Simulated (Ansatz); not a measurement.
# AlN: how the settings move a relaxation

How sensitive is a relaxation of AlN to its settings? A reference run comes first, then one run with altered input.

The COD entry's cell or inner coordinates are ideal or old and differ from later refinements, so a difference from it is no clean test against experiment.

Program: Ansatz 0.2.0. Level of theory: reference: DFT, r2SCAN, PAW with Ansatz's default frozen-core files, scalar-relativistic; relaxation of cell and atoms. These are calculated values, not measurements.

1 further run of the same task is left out (set aside as unsound or not needed).

## (1) The system as given

It takes space group P6_3mc (No. 186, hexagonal). The conventional cell has a = 3.113 Å, b = 3.113 Å, c = 4.981 Å, α = 90.00°, β = 90.00°, γ = 120.00°. Al (site symmetry 3m) has 4 N at 1.89 Å as nearest neighbours. N (site symmetry 3m) has 4 Al at 1.89 Å as nearest neighbours.

As a file:

```
Al N
1.0
     3.11300    0.00000    0.00000
    -1.55650    2.69594    0.00000
     0.00000    0.00000    4.98100
Al N
2 2
Direct
  0.33333 0.66667 0.00000
  0.66667 0.33333 0.50000
  0.33333 0.66667 0.38000
  0.66667 0.33333 0.88000
```

## (2) The reference run

Input file input.yaml:

```yaml
crystal:
  lattice:
    - [3.11300000001, 0.0, 0.0]
    - [-1.5565, 2.69593708199, 0.0]
    - [0.0, 0.0, 4.981]
  atoms:
    - { symbol: Al, position: [0.333333333333, 0.666666666667, 0.0] }
    - { symbol: Al, position: [0.666666666667, 0.333333333333, 0.5] }
    - { symbol: "N", position: [0.333333333333, 0.666666666667, 0.38] }
    - { symbol: "N", position: [0.666666666667, 0.333333333333, 0.88] }
kpoints:
  mp_grid: { grid: [12, 12, 6] }
scf:
  occupations: { method: fermi_dirac, width: 0.1 }
hamiltonian:
  xc: r2scan
  pseudopotentials: { kind: paw }
relax:
  f_tol: 0.002
  max_steps: 80
  cell: {}
output:
  forces: true
  stress: true
  write_density: true
  write_potential: true
  elf: true
  volumetric_format: npy
```

The run is started by

```console
$ ansatz run input.yaml --threads 2 --pin off --max-ram 5120MiB --backend cpu --events-out ev --progress --plain --runs-dir out
```

## (3) Changed: symmetry.detect false, mp_grid.grid [8, 8, 4], mp_grid.shift [0.5, 0.5, 0.5], occupations.method fixed, scf.algorithm direct_min

Edit input.yaml of step 2 so:

```diff
@@ -10,6 +10,8 @@
     - { symbol: "N", position: [0.666666666667, 0.333333333333, 0.88] }
+  symmetry: { detect: false }
 kpoints:
-  mp_grid: { grid: [12, 12, 6] }
+  mp_grid: { grid: [8, 8, 4], shift: [0.5, 0.5, 0.5] }
 scf:
-  occupations: { method: fermi_dirac, width: 0.1 }
+  occupations: { method: fixed }
+  algorithm: direct_min
 hamiltonian:
```

**Question.** What will these runs give? Wanted: for each run, ending; energy change; pressure; gap; force.

The runs gave:

| run | ending | energy change | pressure (GPa) | gap (eV) | force (eV/Å) | cycles | time |
| --- | --- | --- | --- | --- | --- | --- | --- |
| reference | converged | 0 | 0.0 | 4.88 | 0.00 | 23 | 19 s |
| 1: symmetry.detect false, mp_grid.grid [8, 8, 4], mp_grid.shift [0.5, 0.5, 0.5], occupations.method fixed, scf.algorithm direct_min | converged | 0.0 meV/atom (σ→0) | 0.0 | 5.59 | 0.00 | 20 | 59 s |

What this shows: Changing the use of symmetry, k-point mesh, smearing and solver moves the energy by 0.0 meV/atom (σ→0 values), and the gap on the mesh goes from 4.88 to 5.59 eV. More than one kind of setting changed, and this run alone doesn't tell their shares apart. A gap read on a mesh depends on which points the mesh holds, and a coarse mesh shifts the density too. Cost: 20 SCF cycles against 23, 59 s against 19 s.

The gaps are Kohn-Sham values of a semilocal functional, not quasiparticle or optical gaps. Such gaps usually fall short of the measured ones.
